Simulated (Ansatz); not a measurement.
# Cu+ with Cl−: interaction against distance

Aim: pull the two fragments apart and push them together, rigidly along the line between their mean positions, and follow the counterpoise interaction energy.

The runs use Ansatz 0.2.0, Gaussian basis; single points in def2-TZVPPD, with counterpoise.

Cores are frozen in the correlated methods. The 3s and 3p shells of Cu and Zn are frozen; filled d shells are correlated. B3LYP uses VWN-RPA correlation.

27 further runs of the same task are left out: 27 set aside as unsound or not needed.

### Step 1. Starting geometry

The relaxed pair: 2 atoms, charge 0, spin multiplicity 1.

Atoms are counted from 1 here; the program's logs count them from 0.

Bond lengths: Cu1–Cl2 2.076 Å.

As a file:

```xyz
2
charge 0, multiplicity 1
Cu    0.0000    0.0000   -1.0380
Cl    0.0000    0.0000    1.0380
```

Atoms 1 to 1 are fragment A, the rest fragment B. The contact Cu1–Cl2 is 2.08 Å. Interaction at this geometry, from earlier runs: PBE-D4 -799.24, r2SCAN-D4 -793.51, PBE0-D4 -759.89, B3LYP-D4 -762.46, wB97M-V -743.47, Hartree-Fock -638.55, MP2 -727.01, CCSD -703.15, CCSD(T) -715.19 kJ/mol. Each point needs the pair (ab) and both fragments with ghost atoms (a, b).

### Step 2. B moved by -0.21 Å, wB97M-V/def2-TZVPPD

ab/in.yaml reads:

```yaml
crystal:
  periodic: [false, false, false]
  atoms:
    - {symbol: Cu, position_ang: [-0.000000, -0.000000, -1.037984]}
    - {symbol: Cl, position_ang: [0.000000, 0.000000, 0.830387]}
basis:
  gaussian: {orbitals: "def2-TZVPPD.json"}
hamiltonian: {xc: {name: wB97M-V}}
```

a/in.yaml reads:

```yaml
crystal:
  periodic: [false, false, false]
  atoms:
    - {symbol: Cu, position_ang: [-0.000000, -0.000000, -1.037984]}
basis:
  gaussian:
    orbitals: "def2-TZVPPD.json"
    ghost_atoms:
      - {symbol: Cl, position_ang: [0.000000, 0.000000, 0.830387]}
total_charge: 1
hamiltonian: {xc: {name: wB97M-V}}
```

b/in.yaml reads:

```yaml
crystal:
  periodic: [false, false, false]
  atoms:
    - {symbol: Cl, position_ang: [0.000000, 0.000000, 0.830387]}
basis:
  gaussian:
    orbitals: "def2-TZVPPD.json"
    ghost_atoms:
      - {symbol: Cu, position_ang: [-0.000000, -0.000000, -1.037984]}
total_charge: -1
hamiltonian: {xc: {name: wB97M-V}}
```

The basis file named in the input lies beside it (Basis Set Exchange, JSON).

One command serves all of them, each in its own folder.

Launch:

```sh
$ ansatz run in.yaml --threads 2 --pin off --events-out ev --progress --plain --max-ram 5222MiB
```

ab printed, shortened:

```text
Functional definition: wB97M-V
  name "wB97M-V"
  cite "Mardirossian & Head-Gordon, J. Chem. Phys. 144, 214110 (2016) doi:10.1063/1.4952647"
  cite "Becke, J. Chem. Phys. 107, 8554 (1997) doi:10.1063/1.475007"
  cite "Vydrov & Van Voorhis, J. Chem. Phys. 133, 244103 (2010) doi:10.1063/1.3521275"
  # Of w^i u^j: cxij and so on, Table III.
[...]
  gx(w, u) = 1 - cx + cx01*u + cx10*w
  gss(w, u) = css00 + css04*u^4 + css10*w + css20*w^2 + css43*w^4*u^3
  gos(w, u) = cos00 + cos10*w + (cos20 + cos21*u)*w^2 + (cos60 + cos61*u)*w^6
[...]
      + integral(e_c_pw_mod_opposite_spin*gos(b97_w_opposite, b97_u_opposite)) + vv10(b, c)
880 factors; their error is unknown
130 factors; integrals over basis functions are off by at most 7.5e-5 eV
[...]
mean field -57161.50674314 eV, -2100.6466273496 hartree, gradient 2.1e-5 eV, S^2 0.000000; 0 other end points of the search recorded, 0 dependent functions left out
reference -57161.50679682 eV, -2100.6466293221 hartree; 23, 23 occupied and 95, 95 virtual orbitals, 880 factors
Total energy: -57161.50679682 eV, -2100.6466293221 hartree
```

Log of a, shortened:

```text
[... 5 set-up lines as earlier in the session ...]
  # Of w^i u^j: cxij and so on, Table III.
[...]
  gx(w, u) = 1 - cx + cx01*u + cx10*w
[...]
      + integral(e_c_pw_mod_opposite_spin*gos(b97_w_opposite, b97_u_opposite)) + vv10(b, c)
876 factors; their error is unknown
127 factors; integrals over basis functions are off by at most 6.9e-5 eV
[...]
mean field -44629.93561268 eV, -1640.1198825089 hartree, gradient 4.5e-5 eV, S^2 0.000000; 0 other end points of the search recorded, 0 dependent functions left out
reference -44629.93565166 eV, -1640.1198839417 hartree; 14, 14 occupied and 104, 104 virtual orbitals, 876 factors
Total energy: -44629.93565166 eV, -1640.1198839417 hartree
```

b printed, shortened:

```text
[... 5 set-up lines as earlier in the session ...]
  # Of w^i u^j: cxij and so on, Table III.
[...]
  gx(w, u) = 1 - cx + cx01*u + cx10*w
[...]
      + integral(e_c_pw_mod_opposite_spin*gos(b97_w_opposite, b97_u_opposite)) + vv10(b, c)
759 factors; their error is unknown
109 factors; integrals over basis functions are off by at most 1.1e-4 eV
[...]
mean field -12524.31083994 eV, -460.2599340852 hartree, gradient 5.6e-5 eV, S^2 0.000000; 0 other end points of the search recorded, 0 dependent functions left out
reference -12524.31088507 eV, -460.2599357435 hartree; 9, 9 occupied and 109, 109 virtual orbitals, 759 factors
Total energy: -12524.31088507 eV, -460.2599357435 hartree
```

They took 2 s (ab), 1.6 s (a), 1.4 s (b) on 2 threads of AMD EPYC 9R45, shared host.

Interaction: -700.51 kJ/mol.

### Step 3. B moved by -0.21 Å, CCSD(T)/def2-TZVPPD

ab/in.yaml: that of step 2 with these lines changed.

```diff
@@ -7,2 +7,2 @@
   gaussian: {orbitals: "def2-TZVPPD.json"}
-hamiltonian: {xc: {name: wB97M-V}}
+correlation: {method: ccsd_t, frozen_orbitals: {Cl: 5, Cu: 9}}
```

a/in.yaml: that of step 2 with these lines changed.

```diff
@@ -10,2 +10,2 @@
 total_charge: 1
-hamiltonian: {xc: {name: wB97M-V}}
+correlation: {method: ccsd_t, frozen_orbitals: {Cl: 5, Cu: 9}}
```

b/in.yaml: that of step 2 with these lines changed.

```diff
@@ -10,2 +10,2 @@
 total_charge: -1
-hamiltonian: {xc: {name: wB97M-V}}
+correlation: {method: ccsd_t}
```

The same command starts each run, in its folder.

Launch:

```sh
$ ansatz run in.yaml --threads 2 --pin off --events-out ev --progress --plain --max-ram 5222MiB
```

Output in ab, shortened:

```text
Functional definition: HF
  name "HF"
  cite "Fock, Z. Phys. 61, 126 (1930) doi:10.1007/BF01340294"
  parent pbe
[...]
770 factors; integrals over basis functions are off by at most 9.5e-4 eV
[...]
mean field -57102.21384747 eV, -2098.4676536237 hartree, gradient 2.7e-6 eV, S^2 0.000000; 0 other end points of the search recorded, 0 dependent functions left out
14 core orbitals not correlated: weight in the atoms' cores, before any rotation towards them, 1.000 or more for the frozen orbitals, at most 0.000 for the correlated occupied ones
reference -57102.21384747 eV, -2098.4676536237 hartree; 9, 9 occupied and 95, 95 virtual orbitals, 770 factors
second order -19.16568103 eV of doubles, -0.00000000 eV of singles
cycle   1  -16.62830334 eV  change     2.5e0 eV  update   1.7e-1
[...]
cycle  15  -17.63037993 eV  change    4.0e-6 eV  update   4.4e-6
perturbative correction -0.77144989 eV, -0.0283502604 hartree
Total energy: -57120.61567728 eV, -2099.1439083961 hartree
```

a printed, shortened:

```text
[... 4 set-up lines as earlier in the session ...]
[...]
771 factors; integrals over basis functions are off by at most 9.5e-4 eV
[...]
mean field -44590.94283433 eV, -1638.6869243348 hartree, gradient 2.8e-6 eV, S^2 0.000000; 0 other end points of the search recorded, 0 dependent functions left out
9 core orbitals not correlated: weight in the atoms' cores, before any rotation towards them, 1.000 or more for the frozen orbitals, at most 0.000 for the correlated occupied ones
reference -44590.94283433 eV, -1638.6869243348 hartree; 5, 5 occupied and 104, 104 virtual orbitals, 771 factors
second order -12.26820183 eV of doubles, -0.00000000 eV of singles
cycle   1  -10.17079024 eV  change     2.1e0 eV  update   1.1e-1
[...]
cycle  11  -10.70506981 eV  change   -7.7e-6 eV  update   4.0e-6
perturbative correction -0.36152420 eV, -0.0132857694 hartree
Total energy: -44602.00942834 eV, -1639.0936141635 hartree
```

Output in b, shortened:

```text
[... 4 set-up lines as earlier in the session ...]
[...]
748 factors; integrals over basis functions are off by at most 9.5e-4 eV
[...]
mean field -12505.39529526 eV, -459.5648006396 hartree, gradient 2.5e-6 eV, S^2 0.000000; 0 other end points of the search recorded, 0 dependent functions left out
5 core orbitals not correlated: weight in the atoms' cores, before any rotation towards them, 1.000 or more for the frozen orbitals, at most 0.000 for the correlated occupied ones
reference -12505.39529526 eV, -459.5648006396 hartree; 4, 4 occupied and 109, 109 virtual orbitals, 748 factors
second order -5.60347177 eV of doubles, -0.00000000 eV of singles
cycle   1  -5.90755750 eV  change   -3.0e-1 eV  update   4.0e-2
[...]
cycle   9  -6.02527882 eV  change   -2.9e-6 eV  update   5.6e-6
perturbative correction -0.25301010 eV, -0.0092979496 hartree
Total energy: -12511.67358418 eV, -459.7955235016 hartree
```

Times: 2.2 s (ab), 2 s (a), 1.2 s (b) on 2 threads of AMD EPYC 9R45, shared host; peak memory 0.4 GiB.

Interaction: -668.90 kJ/mol.

### Step 4. B moved by -0.10 Å, wB97M-V/def2-TZVPPD

ab/in.yaml reads:

```yaml
crystal:
  periodic: [false, false, false]
  atoms:
    - {symbol: Cu, position_ang: [-0.000000, -0.000000, -1.037984]}
    - {symbol: Cl, position_ang: [0.000000, 0.000000, 0.934186]}
basis:
  gaussian: {orbitals: "def2-TZVPPD.json"}
hamiltonian: {xc: {name: wB97M-V}}
```

a/in.yaml reads:

```yaml
crystal:
  periodic: [false, false, false]
  atoms:
    - {symbol: Cu, position_ang: [-0.000000, -0.000000, -1.037984]}
basis:
  gaussian:
    orbitals: "def2-TZVPPD.json"
    ghost_atoms:
      - {symbol: Cl, position_ang: [0.000000, 0.000000, 0.934186]}
total_charge: 1
hamiltonian: {xc: {name: wB97M-V}}
```

b/in.yaml reads:

```yaml
crystal:
  periodic: [false, false, false]
  atoms:
    - {symbol: Cl, position_ang: [0.000000, 0.000000, 0.934186]}
basis:
  gaussian:
    orbitals: "def2-TZVPPD.json"
    ghost_atoms:
      - {symbol: Cu, position_ang: [-0.000000, -0.000000, -1.037984]}
total_charge: -1
hamiltonian: {xc: {name: wB97M-V}}
```

One command serves all of them, each in its own folder.

Launch:

```sh
$ ansatz run in.yaml --threads 2 --pin off --events-out ev --progress --plain --max-ram 5222MiB
```

Log of ab, shortened:

```text
[... 5 set-up lines as earlier in the session ...]
  # Of w^i u^j: cxij and so on, Table III.
[...]
  gx(w, u) = 1 - cx + cx01*u + cx10*w
[...]
      + integral(e_c_pw_mod_opposite_spin*gos(b97_w_opposite, b97_u_opposite)) + vv10(b, c)
880 factors; their error is unknown
130 factors; integrals over basis functions are off by at most 8.1e-5 eV
[...]
mean field -57161.84769420 eV, -2100.6591570699 hartree, gradient 2.6e-5 eV, S^2 0.000000; 0 other end points of the search recorded, 0 dependent functions left out
reference -57161.84774844 eV, -2100.6591590631 hartree; 23, 23 occupied and 95, 95 virtual orbitals, 880 factors
Total energy: -57161.84774844 eV, -2100.6591590631 hartree
```

Log of a, shortened:

```text
[... 5 set-up lines as earlier in the session ...]
  # Of w^i u^j: cxij and so on, Table III.
[...]
  gx(w, u) = 1 - cx + cx01*u + cx10*w
[...]
      + integral(e_c_pw_mod_opposite_spin*gos(b97_w_opposite, b97_u_opposite)) + vv10(b, c)
876 factors; their error is unknown
127 factors; integrals over basis functions are off by at most 7.5e-5 eV
[...]
mean field -44629.93442110 eV, -1640.1198387194 hartree, gradient 2.6e-5 eV, S^2 0.000000; 0 other end points of the search recorded, 0 dependent functions left out
reference -44629.93446022 eV, -1640.1198401569 hartree; 14, 14 occupied and 104, 104 virtual orbitals, 876 factors
Total energy: -44629.93446022 eV, -1640.1198401569 hartree
```

Output in b, shortened:

```text
[... 5 set-up lines as earlier in the session ...]
  # Of w^i u^j: cxij and so on, Table III.
[...]
  gx(w, u) = 1 - cx + cx01*u + cx10*w
[...]
      + integral(e_c_pw_mod_opposite_spin*gos(b97_w_opposite, b97_u_opposite)) + vv10(b, c)
759 factors; their error is unknown
109 factors; integrals over basis functions are off by at most 1.1e-4 eV
[...]
mean field -12524.31038881 eV, -460.2599175063 hartree, gradient 2.5e-5 eV, S^2 0.000000; 0 other end points of the search recorded, 0 dependent functions left out
reference -12524.31043437 eV, -460.2599191806 hartree; 9, 9 occupied and 109, 109 virtual orbitals, 759 factors
Total energy: -12524.31043437 eV, -460.2599191806 hartree
```

They took 2 s (ab), 1.7 s (a), 1.2 s (b) on 2 threads of AMD EPYC 9R45, shared host.

Interaction: -733.56 kJ/mol.

### Step 5. B moved by -0.10 Å, CCSD(T)/def2-TZVPPD

ab/in.yaml: that of step 4 with these lines changed.

```diff
@@ -7,2 +7,2 @@
   gaussian: {orbitals: "def2-TZVPPD.json"}
-hamiltonian: {xc: {name: wB97M-V}}
+correlation: {method: ccsd_t, frozen_orbitals: {Cl: 5, Cu: 9}}
```

a/in.yaml: that of step 4 with these lines changed.

```diff
@@ -10,2 +10,2 @@
 total_charge: 1
-hamiltonian: {xc: {name: wB97M-V}}
+correlation: {method: ccsd_t, frozen_orbitals: {Cl: 5, Cu: 9}}
```

b/in.yaml: that of step 4 with these lines changed.

```diff
@@ -10,2 +10,2 @@
 total_charge: -1
-hamiltonian: {xc: {name: wB97M-V}}
+correlation: {method: ccsd_t}
```

One command serves all of them, each in its own folder.

Launch:

```sh
$ ansatz run in.yaml --threads 2 --pin off --events-out ev --progress --plain --max-ram 5222MiB
```

ab printed, shortened:

```text
[... 4 set-up lines as earlier in the session ...]
[...]
763 factors; integrals over basis functions are off by at most 1.6e-3 eV
[...]
mean field -57102.71543456 eV, -2098.4860866093 hartree, gradient 2.8e-6 eV, S^2 0.000000; 0 other end points of the search recorded, 0 dependent functions left out
14 core orbitals not correlated: weight in the atoms' cores, before any rotation towards them, 1.000 or more for the frozen orbitals, at most 0.000 for the correlated occupied ones
reference -57102.71543456 eV, -2098.4860866093 hartree; 9, 9 occupied and 95, 95 virtual orbitals, 763 factors
second order -18.94395442 eV of doubles, -0.00000000 eV of singles
cycle   1  -16.53759316 eV  change     2.4e0 eV  update   1.7e-1
[...]
cycle  15  -17.49166988 eV  change    3.2e-6 eV  update   4.5e-6
perturbative correction -0.75101326 eV, -0.0275992283 hartree
Total energy: -57120.95811770 eV, -2099.1564928495 hartree
```

a printed, shortened:

```text
[... 4 set-up lines as earlier in the session ...]
[...]
764 factors; integrals over basis functions are off by at most 1.6e-3 eV
[...]
mean field -44590.94164324 eV, -1638.6868805633 hartree, gradient 1.1e-6 eV, S^2 0.000000; 0 other end points of the search recorded, 0 dependent functions left out
9 core orbitals not correlated: weight in the atoms' cores, before any rotation towards them, 1.000 or more for the frozen orbitals, at most 0.000 for the correlated occupied ones
reference -44590.94164324 eV, -1638.6868805633 hartree; 5, 5 occupied and 104, 104 virtual orbitals, 764 factors
second order -12.26204770 eV of doubles, -0.00000000 eV of singles
cycle   1  -10.16723992 eV  change     2.1e0 eV  update   1.1e-1
[...]
cycle  11  -10.70020846 eV  change   -7.9e-6 eV  update   3.8e-6
perturbative correction -0.35948887 eV, -0.0132109724 hartree
Total energy: -44602.00134057 eV, -1639.0933169437 hartree
```

b printed, shortened:

```text
[... 4 set-up lines as earlier in the session ...]
[...]
741 factors; integrals over basis functions are off by at most 1.6e-3 eV
[...]
mean field -12505.39509901 eV, -459.5647934275 hartree, gradient 3.2e-6 eV, S^2 0.000000; 0 other end points of the search recorded, 0 dependent functions left out
5 core orbitals not correlated: weight in the atoms' cores, before any rotation towards them, 1.000 or more for the frozen orbitals, at most 0.000 for the correlated occupied ones
reference -12505.39509901 eV, -459.5647934275 hartree; 4, 4 occupied and 109, 109 virtual orbitals, 741 factors
second order -5.59580623 eV of doubles, -0.00000000 eV of singles
cycle   1  -5.90082721 eV  change   -3.1e-1 eV  update   4.0e-2
[...]
cycle   9  -6.01850524 eV  change   -2.7e-6 eV  update   5.7e-6
perturbative correction -0.25217462 eV, -0.0092672462 hartree
Total energy: -12511.66577887 eV, -459.7952366616 hartree
```

They took 2.2 s (ab), 2.2 s (a), 1.1 s (b) on 2 threads of AMD EPYC 9R45, shared host; peak memory 0.4 GiB.

This point gives -703.47 kJ/mol.

### Step 6. B moved by +0.10 Å, wB97M-V/def2-TZVPPD

ab/in.yaml reads:

```yaml
crystal:
  periodic: [false, false, false]
  atoms:
    - {symbol: Cu, position_ang: [-0.000000, -0.000000, -1.037984]}
    - {symbol: Cl, position_ang: [0.000000, 0.000000, 1.141783]}
basis:
  gaussian: {orbitals: "def2-TZVPPD.json"}
hamiltonian: {xc: {name: wB97M-V}}
```

a/in.yaml reads:

```yaml
crystal:
  periodic: [false, false, false]
  atoms:
    - {symbol: Cu, position_ang: [-0.000000, -0.000000, -1.037984]}
basis:
  gaussian:
    orbitals: "def2-TZVPPD.json"
    ghost_atoms:
      - {symbol: Cl, position_ang: [0.000000, 0.000000, 1.141783]}
total_charge: 1
hamiltonian: {xc: {name: wB97M-V}}
```

b/in.yaml reads:

```yaml
crystal:
  periodic: [false, false, false]
  atoms:
    - {symbol: Cl, position_ang: [0.000000, 0.000000, 1.141783]}
basis:
  gaussian:
    orbitals: "def2-TZVPPD.json"
    ghost_atoms:
      - {symbol: Cu, position_ang: [-0.000000, -0.000000, -1.037984]}
total_charge: -1
hamiltonian: {xc: {name: wB97M-V}}
```

Each run has its own folder and the same command.

Launch:

```sh
$ ansatz run in.yaml --threads 2 --pin off --events-out ev --progress --plain --max-ram 5222MiB
```

ab printed, shortened:

```text
[... 5 set-up lines as earlier in the session ...]
  # Of w^i u^j: cxij and so on, Table III.
[...]
  gx(w, u) = 1 - cx + cx01*u + cx10*w
[...]
      + integral(e_c_pw_mod_opposite_spin*gos(b97_w_opposite, b97_u_opposite)) + vv10(b, c)
880 factors; their error is unknown
132 factors; integrals over basis functions are off by at most 8.8e-5 eV
[...]
mean field -57161.89891057 eV, -2100.6610392366 hartree, gradient 3.5e-5 eV, S^2 0.000000; 0 other end points of the search recorded, 0 dependent functions left out
reference -57161.89896462 eV, -2100.6610412231 hartree; 23, 23 occupied and 95, 95 virtual orbitals, 880 factors
Total energy: -57161.89896462 eV, -2100.6610412231 hartree
```

Output in a, shortened:

```text
[... 5 set-up lines as earlier in the session ...]
  # Of w^i u^j: cxij and so on, Table III.
[...]
  gx(w, u) = 1 - cx + cx01*u + cx10*w
[...]
      + integral(e_c_pw_mod_opposite_spin*gos(b97_w_opposite, b97_u_opposite)) + vv10(b, c)
876 factors; their error is unknown
127 factors; integrals over basis functions are off by at most 8.3e-5 eV
[...]
mean field -44629.93305475 eV, -1640.1197885068 hartree, gradient 2.9e-5 eV, S^2 0.000000; 0 other end points of the search recorded, 0 dependent functions left out
reference -44629.93309408 eV, -1640.1197899523 hartree; 14, 14 occupied and 104, 104 virtual orbitals, 876 factors
Total energy: -44629.93309408 eV, -1640.1197899523 hartree
```

Log of b, shortened:

```text
[... 5 set-up lines as earlier in the session ...]
  # Of w^i u^j: cxij and so on, Table III.
[...]
  gx(w, u) = 1 - cx + cx01*u + cx10*w
[...]
      + integral(e_c_pw_mod_opposite_spin*gos(b97_w_opposite, b97_u_opposite)) + vv10(b, c)
759 factors; their error is unknown
109 factors; integrals over basis functions are off by at most 1.1e-4 eV
[...]
mean field -12524.30960872 eV, -460.2598888385 hartree, gradient 5.5e-5 eV, S^2 0.000000; 0 other end points of the search recorded, 0 dependent functions left out
reference -12524.30965503 eV, -460.2598905404 hartree; 9, 9 occupied and 109, 109 virtual orbitals, 759 factors
Total energy: -12524.30965503 eV, -460.2598905404 hartree
```

They took 2 s (ab), 1.6 s (a), 1.3 s (b) on 2 threads of AMD EPYC 9R45, shared host.

Interaction: -738.71 kJ/mol.

[end of part 1 of 3]
